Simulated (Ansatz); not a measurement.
# TiRh: a line through a two-coordinate scan

One line of a two-coordinate grid on TiRh (P4/mmm, No. 123; 2 atoms in the cell): normal strain along y is varied, at normal strain along x = −11.0 %.

Program: Ansatz 0.2.0. Level of theory: DFT r2SCAN, scalar-relativistic, plane waves, PAW. These are calculated values, not measurements.

1 further run of the same task is left out (set aside as unsound or not needed).

### Step 1. The starting structure

The structure is tetragonal, space group P4/mmm (No. 123). The conventional cell has a = 2.949 Å, b = 2.949 Å, c = 3.384 Å, α = 90.00°, β = 90.00°, γ = 90.00°. Ti (site symmetry 4/mmm) has 8 Rh at 2.69 Å and 4 Ti at 2.95 Å as nearest neighbours. Around Rh (site symmetry 4/mmm) lie 8 Ti at 2.69 Å and 4 Rh at 2.95 Å.

Structure file:

```
Ti Rh
1.0
     2.94897    0.00000    0.00000
     0.00000    2.94897    0.00000
     0.00000    0.00000    3.38429
Ti Rh
1 1
Direct
  0.50000 0.50000 0.50000
  0.00000 0.00000 0.00000
```

This cell was relaxed beforehand with the same method: volume 14.72 Å³/atom, gap on the mesh none (metal).

### Step 2. What is varied

The energy is mapped over two homogeneous strains (x along [1 0 0], y along [0 1 0], z along [0 0 1] of the conventional cell).

The axes are (1) normal strain along x: 5 values from −11.0 %; (2) normal strain along y: 5 values from −11.0 %.

Nothing else is relaxed (symmetry fixes all fractional coordinates). Energies count from the relaxed crystal. Points are written as (first, second).

### Step 3. Point (−11.0 %, −11.0 %)

input.yaml reads:

```yaml
crystal:
  lattice:
    - [2.6245791277, 0.0, 0.0]
    - [0.0, 2.6245791277, 0.0]
    - [0.0, 0.0, 3.3842943333]
  atoms:
    - { symbol: Ti, position: [0.5, 0.5, 0.5] }
    - { symbol: Rh, position: [0.0, 0.0, 0.0] }
basis:
  ecutwfc: 520.0
kpoints:
  mp_grid: { grid: [16, 16, 14] }
hamiltonian:
  xc: r2scan
scf:
  occupations: { method: methfessel_paxton, width: 0.2 }
output:
  forces: true
  stress: true
  eigenvalues: true
```

The run is started by

```bash
ansatz run input.yaml --threads 1 --pin off --max-ram 2048MiB --backend cpu --events-out ev --progress --plain --runs-dir out
```

Standard output (excerpt; [...] marks lines left out):

```text
Warning: RAYON_NUM_THREADS=1 ignored (pool sized by the plan → 1); use --threads N
[...]
Pseudopotentials: kind: paw
Pseudopotential: Ti, paw, valence charge 12, recommended cutoff 500 eV (meta_gga), Ti.paw.azcp
Pseudopotential: Rh, paw, valence charge 17, recommended cutoff 500 eV (meta_gga), Rh.paw.azcp
Functional definition: r2SCAN
[...]
Crystal: 2 atoms, lattice volume = 23.312 Å³
Basis set: ecut = 520 eV, 625 PW (Γ), exchange–correlation on 80×80×108 points (64 copies of the dense FFT grid, shifted against one another)
Bands: 19, of which v1, the nominal top of the filled ones, is band 15 counted from 1 (14 counted from 0)
Symmetry: 16 space group operations
Space group: P4/mmm (ITA 123), of the structure as read, at distance tolerance 2.9e-5 Å
k-points: 360 of 3584
[...]
SCF iter   1: F=—  HF=-8919.877611 eV  |F-HF|=—  |Δ(HF+E_count)|=         —  Δρ=3.12e-2  dr2=3.74e-1  dr2_τ=6.96e-2  ethr=1.77e-3  ⟨swp⟩=4.5  Hψ=27023  notcnv=0
[...]
SCF iter   7: F=-8919.918672 eV  HF=-8919.918672 eV  |F-HF|=1.11e-8  |Δ(HF+E_count)|=   5.52e-7  S|Δr|=    0.00e0  Δρ=1.64e-5  dr2=3.29e-8  dr2_τ=1.06e-9  ethr=3.45e-10  ⟨swp⟩=6.5  Hψ=31145  notcnv=0
[...]
SCF converged after 7 iterations
Stability not checked: this state was not tested for a lower state beside it, because cold or Methfessel-Paxton smearing, or corrected tetrahedra, fill the levels in a way that the test cannot read (fill_not_monotonic; see scf.lower_state_search)
Free energy (F): -8919.918672 eV
[...]
E sigma→0 (E₀):  -8919.918596 eV
Entropy (-TS):   -0.000307 eV (-0.153 meV/atom)
Fermi energy:    24.247295 eV
Step filling:    the computed levels leave a gap of 0.0042 eV = 0.0 smearing widths at the electron count; against every level under it full and every level over it empty, smearing changes F+E_penalty+E_count by -0.028 meV and its σ→0 estimate by +0.049 meV
[...]
--- Forces (eV/Å), atoms counted from 1 ---
  atom   1  Ti     0.00000000    -0.00000000     0.00000000
  atom   2  Rh    -0.00000000     0.00000000     0.00000000
[...]
--- Stress (GPa, compression-positive) ---
       83.524289       0.000000       0.000000
        0.000000      83.524289       0.000000
        0.000000       0.000000      67.147865
  P = ⅓ Tr σ = 78.0655 GPa (780.655 kbar)
--- Band table (eV; the first three rows and the last of 360) ---
  k-point 0: bands = ["-57.1096", "-34.8311", "-24.3475", "-23.9611", "-23.9611", "-10.0180", "-9.6021", "-9.6021", "15.8270", "17.0940", "17.5014", "21.3688", "21.3688", "23.2702", "24.0857", "26.3806", "28.4798", "28.6085", "28.6085"]
[...]
```

It took 8.7 s on 1 thread of Intel Xeon 6975P-C (Granite Rapids), shared host; peak memory 0.54 GiB.

Energy on the map's scale: 660 meV/atom.

### Step 4. Grid point (−11.0 %, −5.5 %)

Changes to input.yaml since step 3:

```diff
@@ -3,3 +3,3 @@
     - [2.6245791277, 0.0, 0.0]
-    - [0.0, 2.6245791277, 0.0]
+    - [0.0, 2.7867722198, 0.0]
     - [0.0, 0.0, 3.3842943333]
```

The run is started by

```bash
ansatz run input.yaml --threads 1 --pin off --max-ram 2048MiB --backend cpu --events-out ev --progress --plain --runs-dir out
```

Standard output (excerpt; [...] marks lines left out):

```text
Warning: RAYON_NUM_THREADS=1 ignored (pool sized by the plan → 1); use --threads N
[...]
[... 4 set-up lines as earlier in the session ...]
[...]
Crystal: 2 atoms, lattice volume = 24.753 Å³
Basis set: ecut = 520 eV, 667 PW (Γ), exchange–correlation on 80×96×108 points (64 copies of the dense FFT grid, shifted against one another)
Bands: 19, of which v1, the nominal top of the filled ones, is band 15 counted from 1 (14 counted from 0)
Symmetry: 8 space group operations
Space group: Pmmm (ITA 47), of the structure as read, at distance tolerance 2.9e-5 Å
k-points: 648 of 3584
[...]
Free energy (F): -8920.499316 eV
[...]
E sigma→0 (E₀):  -8920.499153 eV
Entropy (-TS):   -0.000650 eV (-0.325 meV/atom)
Fermi energy:    22.712169 eV
Step filling:    the computed levels leave a gap of 0.0000 eV = 0.0 smearing widths at the electron count; against every level under it full and every level over it empty, smearing changes F+E_penalty+E_count by -0.418 meV and its σ→0 estimate by -0.255 meV
[...]
--- Forces (eV/Å), atoms counted from 1 ---
  atom   1  Ti     0.00000000     0.00000000     0.00000000
  atom   2  Rh    -0.00000000     0.00000000     0.00000000
[...]
--- Stress (GPa, compression-positive) ---
       64.991093       0.000000       0.000000
        0.000000      46.720355       0.000000
        0.000000       0.000000      43.066702
  P = ⅓ Tr σ = 51.5927 GPa (515.927 kbar)
--- Band table (eV; the first three rows and the last of 648) ---
  k-point 0: bands = ["-58.5749", "-36.5416", "-25.7660", "-25.5623", "-25.4008", "-11.7233", "-11.5102", "-11.2739", "14.4155", "15.9937", "16.3712", "19.5176", "20.3047", "21.5309", "22.6419", "24.7815", "26.5663", "26.6419", "26.7049"]
[...]
```

It took 21 s on 1 thread of Intel Xeon 6975P-C (Granite Rapids), shared host; peak memory 0.69 GiB.

That is 370 meV/atom from the zero.

### Step 5. Point (−11.0 %, 0.0 %)

Changes to input.yaml since step 4:

```diff
@@ -3,3 +3,3 @@
     - [2.6245791277, 0.0, 0.0]
-    - [0.0, 2.7867722198, 0.0]
+    - [0.0, 2.948965312, 0.0]
     - [0.0, 0.0, 3.3842943333]
```

The run is started by

```bash
ansatz run input.yaml --threads 1 --pin off --max-ram 2048MiB --backend cpu --events-out ev --progress --plain --runs-dir out
```

Standard output (excerpt; [...] marks lines left out):

```text
Warning: RAYON_NUM_THREADS=1 ignored (pool sized by the plan → 1); use --threads N
[...]
[... 4 set-up lines as earlier in the session ...]
[...]
Crystal: 2 atoms, lattice volume = 26.194 Å³
Basis set: ecut = 520 eV, 715 PW (Γ), exchange–correlation on 80×96×108 points (64 copies of the dense FFT grid, shifted against one another)
Bands: 19, of which v1, the nominal top of the filled ones, is band 15 counted from 1 (14 counted from 0)
[... 1 set-up line as earlier in the session ...]
Space group: Pmmm (ITA 47), of the structure as read, at distance tolerance 3.0e-5 Å
k-points: 648 of 3584
[...]
SCF converged after 8 iterations
Stability not checked: this state was not tested for a lower state beside it, because cold or Methfessel-Paxton smearing, or corrected tetrahedra, fill the levels in a way that the test cannot read (fill_not_monotonic; see scf.lower_state_search)
Free energy (F): -8920.791422 eV
[...]
E sigma→0 (E₀):  -8920.791342 eV
Entropy (-TS):   -0.000318 eV (-0.159 meV/atom)
Fermi energy:    21.302173 eV
[...]
--- Forces (eV/Å), atoms counted from 1 ---
  atom   1  Ti     0.00000000     0.00000000     0.00000000
  atom   2  Rh     0.00000000     0.00000000     0.00000000
[...]
--- Stress (GPa, compression-positive) ---
       51.014821       0.000000       0.000000
        0.000000      20.128750       0.000000
        0.000000       0.000000      24.087700
  P = ⅓ Tr σ = 31.7438 GPa (317.438 kbar)
--- Band table (eV; the first three rows and the last of 648) ---
  k-point 0: bands = ["-59.8690", "-38.0665", "-27.0277", "-26.9345", "-26.6736", "-13.2467", "-13.1394", "-12.7667", "13.1851", "15.0216", "15.3451", "17.9662", "19.3360", "20.0644", "21.1856", "23.3925", "24.9245", "24.9322", "25.0277"]
[...]
```

Wall time 22 s (1 thread of Intel Xeon 6975P-C (Granite Rapids), shared host); peak memory 0.71 GiB.

On the map this point reads 224 meV/atom.

### Step 6. The run at (−11.0 %, 5.5 %)

Changes to input.yaml since step 5:

```diff
@@ -3,3 +3,3 @@
     - [2.6245791277, 0.0, 0.0]
-    - [0.0, 2.948965312, 0.0]
+    - [0.0, 3.1111584042, 0.0]
     - [0.0, 0.0, 3.3842943333]
```

The run is started by

```bash
ansatz run input.yaml --threads 1 --pin off --max-ram 2048MiB --backend cpu --events-out ev --progress --plain --runs-dir out
```

Standard output (excerpt; [...] marks lines left out):

```text
Warning: RAYON_NUM_THREADS=1 ignored (pool sized by the plan → 1); use --threads N
[...]
[... 4 set-up lines as earlier in the session ...]
[...]
Crystal: 2 atoms, lattice volume = 27.634 Å³
Basis set: ecut = 520 eV, 735 PW (Γ), exchange–correlation on 80×96×108 points (64 copies of the dense FFT grid, shifted against one another)
Bands: 19, of which v1, the nominal top of the filled ones, is band 15 counted from 1 (14 counted from 0)
[... 2 set-up lines as earlier in the session ...]
k-points: 648 of 3584
[...]
SCF converged after 8 iterations
Stability not checked: this state was not tested for a lower state beside it, because cold or Methfessel-Paxton smearing, or corrected tetrahedra, fill the levels in a way that the test cannot read (fill_not_monotonic; see scf.lower_state_search)
Free energy (F): -8920.890900 eV
[...]
E sigma→0 (E₀):  -8920.891131 eV
Entropy (-TS):   0.000924 eV (0.462 meV/atom)
Fermi energy:    19.988121 eV
[...]
--- Forces (eV/Å), atoms counted from 1 ---
  atom   1  Ti     0.00000000     0.00000000     0.00000000
  atom   2  Rh    -0.00000000     0.00000000     0.00000000
[...]
--- Stress (GPa, compression-positive) ---
       39.629803       0.000000       0.000000
        0.000000       3.231490       0.000000
        0.000000       0.000000       8.324313
  P = ⅓ Tr σ = 17.0619 GPa (170.619 kbar)
--- Band table (eV; the first three rows and the last of 648) ---
  k-point 0: bands = ["-61.0010", "-39.4643", "-28.1397", "-28.1018", "-27.7965", "-14.6368", "-14.5916", "-14.1432", "12.1072", "14.1637", "14.4211", "16.6669", "18.4527", "18.8282", "19.7660", "22.1266", "23.4028", "23.4581", "23.5182"]
[...]
```

It took 23 s on 1 thread of Intel Xeon 6975P-C (Granite Rapids), shared host; peak memory 0.72 GiB.

That is 174 meV/atom from the zero.

### Step 7. The run at (−11.0 %, 11.0 %)

Changes to input.yaml since step 6:

```diff
@@ -3,3 +3,3 @@
     - [2.6245791277, 0.0, 0.0]
-    - [0.0, 3.1111584042, 0.0]
+    - [0.0, 3.2733514963, 0.0]
     - [0.0, 0.0, 3.3842943333]
```

The run is started by

```bash
ansatz run input.yaml --threads 1 --pin off --max-ram 2048MiB --backend cpu --events-out ev --progress --plain --runs-dir out
```

Standard output (excerpt; [...] marks lines left out):

```text
Warning: RAYON_NUM_THREADS=1 ignored (pool sized by the plan → 1); use --threads N
[...]
[... 4 set-up lines as earlier in the session ...]
[...]
Crystal: 2 atoms, lattice volume = 29.075 Å³
Basis set: ecut = 520 eV, 757 PW (Γ), exchange–correlation on 80×100×108 points (64 copies of the dense FFT grid, shifted against one another)
Bands: 19, of which v1, the nominal top of the filled ones, is band 15 counted from 1 (14 counted from 0)
[... 1 set-up line as earlier in the session ...]
Space group: Pmmm (ITA 47), of the structure as read, at distance tolerance 3.1e-5 Å
k-points: 648 of 3584
[...]
Free energy (F): -8920.871005 eV
[...]
E sigma→0 (E₀):  -8920.871462 eV
Entropy (-TS):   0.001829 eV (0.915 meV/atom)
Fermi energy:    18.743109 eV
Step filling:    the computed levels leave a gap of 0.0034 eV = 0.0 smearing widths at the electron count; against every level under it full and every level over it empty, smearing changes F+E_penalty+E_count by +0.841 meV and its σ→0 estimate by +0.383 meV
[...]
--- Forces (eV/Å), atoms counted from 1 ---
  atom   1  Ti    -0.00000000     0.00000000     0.00000000
  atom   2  Rh     0.00000000     0.00000000     0.00000000
[...]
--- Stress (GPa, compression-positive) ---
       30.011300       0.000000       0.000000
        0.000000      -6.811033       0.000000
        0.000000       0.000000      -5.049870
  P = ⅓ Tr σ = 6.0501 GPa (60.501 kbar)
--- Band table (eV; the first three rows and the last of 648) ---
  k-point 0: bands = ["-62.0114", "-40.7555", "-29.1338", "-29.1209", "-28.8094", "-15.9186", "-15.9072", "-15.4200", "11.1533", "13.3982", "13.5790", "15.5660", "17.6354", "17.7628", "18.4264", "20.9254", "22.0110", "22.1242", "22.1464"]
[...]
```

Run time: 24 s. Hardware: 1 thread of Intel Xeon 6975P-C (Granite Rapids), shared host; peak memory 0.74 GiB.

Energy on the map's scale: 184 meV/atom.

### Step 8. Results

| normal strain along y (%) | step | energy (meV/atom) | slope (meV/atom per %) | pressure (GPa) |
| --- | --- | --- | --- | --- |
| −11.0 | 3 | 660 | −68 | 78 |
| −5.5 | 4 | 370 | −38 | 52 |
| 0.0 | 5 | 224 | −16 | 32 |
| 5.5 | 6 | 174 | −3 | 17 |
| 11.0 | 7 | 184 | 6 | 6 |

Energies count from the relaxed crystal. Slopes come from the forces (and the stress, where the cell changes), not from differences of energies.

What this shows: Along the line the energy is lowest at 5.5 %, 174 meV/atom from the zero. A fit to energies and slopes at the lowest point and its two neighbours puts the minimum at 6.96 %, with a curvature of about 1.7 meV/atom per %². Divided by the reference volume, that is a stiffness of about 180 GPa for this pattern of strain. The highest point computed, at −11.0 %, lies 486 meV/atom above the lowest. This is one cut through a surface in two coordinates; the map's lowest point lies off it.
